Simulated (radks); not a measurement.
# Ionising cadmium step by step, Cd²⁴⁺ to Cd⁴⁷⁺

Wanted: the ionisation ladder of cadmium and its errors against NIST. Each value is a difference of total energies (Δ-SCF).

The numbers are computed with radks (a radial shooting solver on a logarithmic mesh, Libxc functionals) version 1 (scalar-relativistic Kohn-Sham, PBE, spin-polarised, spherical densities, finite nucleus; open shells are filled with parallel spins first), except any that are marked as measured or tabulated.

## (1) The atom as given

* element: cadmium (Z = 48)
* charges: 24 to 47
* first configuration: [Ar] 3d6
* last configuration: 1s1

The outer shells:

Cd²⁴⁺
```
[Ar] core
3d [↑↓][↑ ][↑ ][↑ ][↑ ]
```

Cd⁴⁷⁺
```
1s [↑ ]
```

## (2) Cd²⁴⁺, [Ar] 3d6

Input:

```text
Z 48
configuration [Ar] 3d6
relativity scalar-relativistic
functional pbe,pbe
spin polarised
nucleus finite rms 4.6087 fm
c 137.035999084
```

## (3) Cd²⁵⁺, [Ar] 3d5

Changes since step 2:

```diff
@@ -1,3 +1,3 @@
 Z 48
-configuration [Ar] 3d6
+configuration [Ar] 3d5 4s0 4p0
 relativity scalar-relativistic
```

## (4) Cd²⁶⁺, [Ar] 3d4

Changes since step 3:

```diff
@@ -1,3 +1,3 @@
 Z 48
-configuration [Ar] 3d5 4s0 4p0
+configuration [Ar] 3d4
 relativity scalar-relativistic
```

## (5) Cd²⁷⁺, [Ar] 3d3

Changes since step 4:

```diff
@@ -1,3 +1,3 @@
 Z 48
-configuration [Ar] 3d4
+configuration [Ar] 3d3
 relativity scalar-relativistic
```

## (6) Cd²⁸⁺, [Ar] 3d2

Changes since step 5:

```diff
@@ -1,3 +1,3 @@
 Z 48
-configuration [Ar] 3d3
+configuration [Ar] 3d2
 relativity scalar-relativistic
```

## (7) Cd²⁹⁺, [Ar] 3d1

Changes since step 6:

```diff
@@ -1,3 +1,3 @@
 Z 48
-configuration [Ar] 3d2
+configuration [Ar] 3d1
 relativity scalar-relativistic
```

## (8) Cd³⁰⁺, [Ar]

Changes since step 7:

```diff
@@ -1,3 +1,3 @@
 Z 48
-configuration [Ar] 3d1
+configuration [Ar] 4s0 3d0
 relativity scalar-relativistic
```

## (9) Cd³¹⁺, [Ne] 3s2 3p5

Changes since step 8:

```diff
@@ -1,3 +1,3 @@
 Z 48
-configuration [Ar] 4s0 3d0
+configuration [Ne] 3s2 3p5 4s0 3d0
 relativity scalar-relativistic
```

## (10) Cd³²⁺, [Ne] 3s2 3p4

Input:

```text
Z 48
configuration [Ne] 3s2 3p4
relativity scalar-relativistic
functional pbe,pbe
spin polarised
nucleus finite rms 4.6087 fm
c 137.035999084
```

## (11) Cd³³⁺, [Ne] 3s2 3p3

Changes since step 10:

```diff
@@ -1,3 +1,3 @@
 Z 48
-configuration [Ne] 3s2 3p4
+configuration [Ne] 3s2 3p3 4s0 3d0
 relativity scalar-relativistic
```

## (12) Cd³⁴⁺, [Ne] 3s2 3p2

Input:

```text
Z 48
configuration [Ne] 3s2 3p2
relativity scalar-relativistic
functional pbe,pbe
spin polarised
nucleus finite rms 4.6087 fm
c 137.035999084
```

## (13) Cd³⁵⁺, [Ne] 3s2 3p1

Changes since step 12:

```diff
@@ -1,3 +1,3 @@
 Z 48
-configuration [Ne] 3s2 3p2
+configuration [Ne] 3s2 3p1
 relativity scalar-relativistic
```

## (14) Cd³⁶⁺, [Ne] 3s2

Changes since step 13:

```diff
@@ -1,3 +1,3 @@
 Z 48
-configuration [Ne] 3s2 3p1
+configuration [Ne] 3s2
 relativity scalar-relativistic
```

## (15) Cd³⁷⁺, [Ne] 3s1

Changes since step 14:

```diff
@@ -1,3 +1,3 @@
 Z 48
-configuration [Ne] 3s2
+configuration [Ne] 3s1 3p0 4s0
 relativity scalar-relativistic
```

## (16) Cd³⁸⁺, [Ne]

Changes since step 15:

```diff
@@ -1,3 +1,3 @@
 Z 48
-configuration [Ne] 3s1 3p0 4s0
+configuration [Ne]
 relativity scalar-relativistic
```

## (17) Cd³⁹⁺, [He] 2s2 2p5

Changes since step 16:

```diff
@@ -1,3 +1,3 @@
 Z 48
-configuration [Ne]
+configuration [He] 2s2 2p5
 relativity scalar-relativistic
```

## (18) Cd⁴⁰⁺, [He] 2s2 2p4

Changes since step 17:

```diff
@@ -1,3 +1,3 @@
 Z 48
-configuration [He] 2s2 2p5
+configuration [He] 2s2 2p4
 relativity scalar-relativistic
```

## (19) Cd⁴¹⁺, [He] 2s2 2p3

Changes since step 18:

```diff
@@ -1,3 +1,3 @@
 Z 48
-configuration [He] 2s2 2p4
+configuration [He] 2s2 2p3
 relativity scalar-relativistic
```

## (20) Cd⁴²⁺, [He] 2s2 2p2

Changes since step 19:

```diff
@@ -1,3 +1,3 @@
 Z 48
-configuration [He] 2s2 2p3
+configuration [He] 2s2 2p2
 relativity scalar-relativistic
```

## (21) Cd⁴³⁺, [He] 2s2 2p1

Changes since step 20:

```diff
@@ -1,3 +1,3 @@
 Z 48
-configuration [He] 2s2 2p2
+configuration [He] 2s2 2p1
 relativity scalar-relativistic
```

## (22) Cd⁴⁴⁺, [He] 2s2

Changes since step 21:

```diff
@@ -1,3 +1,3 @@
 Z 48
-configuration [He] 2s2 2p1
+configuration [He] 2s2
 relativity scalar-relativistic
```

## (23) Cd⁴⁵⁺, [He] 2s1

Changes since step 22:

```diff
@@ -1,3 +1,3 @@
 Z 48
-configuration [He] 2s2
+configuration [He] 2s1 2p0 3s0
 relativity scalar-relativistic
```

## (24) Cd⁴⁶⁺, [He]

Changes since step 23:

```diff
@@ -1,3 +1,3 @@
 Z 48
-configuration [He] 2s1 2p0 3s0
+configuration [He]
 relativity scalar-relativistic
```

## (25) Cd⁴⁷⁺, 1s1

Changes since step 24:

```diff
@@ -1,3 +1,3 @@
 Z 48
-configuration [He]
+configuration 1s1 2s0 2p0
 relativity scalar-relativistic
```

Q: Predict the outcome of this session. Wanted: for each run, species; configuration; Δ-SCF; −ε(HOMO); NIST; error.

**Answer**, as computed:

```
species  configuration  Δ-SCF (eV)  −ε(HOMO) (eV)           NIST (eV)  error (%)
  Cd²⁴⁺       [Ar] 3d6      1236.3         1201.8       1237 (theory)       -0.1
  Cd²⁵⁺       [Ar] 3d5      1327.8         1291.5       1320 (theory)       +0.6
  Cd²⁶⁺       [Ar] 3d4      1401.9         1365.0       1401 (theory)       +0.1
  Cd²⁷⁺       [Ar] 3d3      1477.2         1439.7       1477 (theory)       +0.0
  Cd²⁸⁺       [Ar] 3d2      1553.6         1515.6       1558 (theory)       -0.3
  Cd²⁹⁺       [Ar] 3d1      1630.9         1592.5       1635 (theory)       -0.2
  Cd³⁰⁺           [Ar]      1870.1         1836.0    1852 (semi-emp.)       +1.0
  Cd³¹⁺   [Ne] 3s2 3p5      1939.3         1905.3    1918 (semi-emp.)       +1.1
  Cd³²⁺   [Ne] 3s2 3p4      2007.7         1974.3    1998 (semi-emp.)       +0.5
  Cd³³⁺   [Ne] 3s2 3p3      2098.9         2063.4    2091 (semi-emp.)       +0.4
  Cd³⁴⁺   [Ne] 3s2 3p2      2170.8         2135.5    2195 (semi-emp.)       -1.1
  Cd³⁵⁺   [Ne] 3s2 3p1      2241.8         2207.0    2250 (semi-emp.)       -0.4
  Cd³⁶⁺       [Ne] 3s2      2428.1         2396.1    2427 (semi-emp.)       +0.0
  Cd³⁷⁺       [Ne] 3s1      2505.5         2473.1  2498.6 (semi-emp.)       +0.3
  Cd³⁸⁺           [Ne]      5900.6         5803.3    5839 (semi-emp.)       +1.1
  Cd³⁹⁺   [He] 2s2 2p5      6098.1         6001.2    6039 (semi-emp.)       +1.0
  Cd⁴⁰⁺   [He] 2s2 2p4      6293.1         6197.8    6257 (semi-emp.)       +0.6
  Cd⁴¹⁺   [He] 2s2 2p3      6559.1         6457.0    6460 (semi-emp.)       +1.5
  Cd⁴²⁺   [He] 2s2 2p2      6765.7         6664.0    6869 (semi-emp.)       -1.5
  Cd⁴³⁺   [He] 2s2 2p1      6969.3         6869.5    7109 (semi-emp.)       -2.0
  Cd⁴⁴⁺       [He] 2s2      7421.8         7345.3    7414 (semi-emp.)       +0.1
  Cd⁴⁵⁺       [He] 2s1      7620.5         7543.1     7608.0 (theory)       +0.2
  Cd⁴⁶⁺           [He]       31513          31204    31451.1 (theory)       +0.2
  Cd⁴⁷⁺            1s1       32365          32052    32341.6 (theory)       +0.1
```

**Reading.** Reference values: NIST Atomic Spectra Database (exp. measured, semi-emp. semi-empirical, theory a theoretical value adopted there). The steepest step, after dividing by the final charge, comes at Cd⁴⁶⁺ in [He], where the value goes from 7620.5 to 31513 eV. There the highest level belongs to another shell. The Δ-SCF values miss the measured or semi-empirical entries by +0.2 % in the signed mean; the largest miss is -2.0 % (Cd⁴³⁺). Minus the highest eigenvalue gives 97 to 99 % of the Δ-SCF value along the ladder. Open shells are spherical and high-spin; term and fine-structure splittings are not resolved.
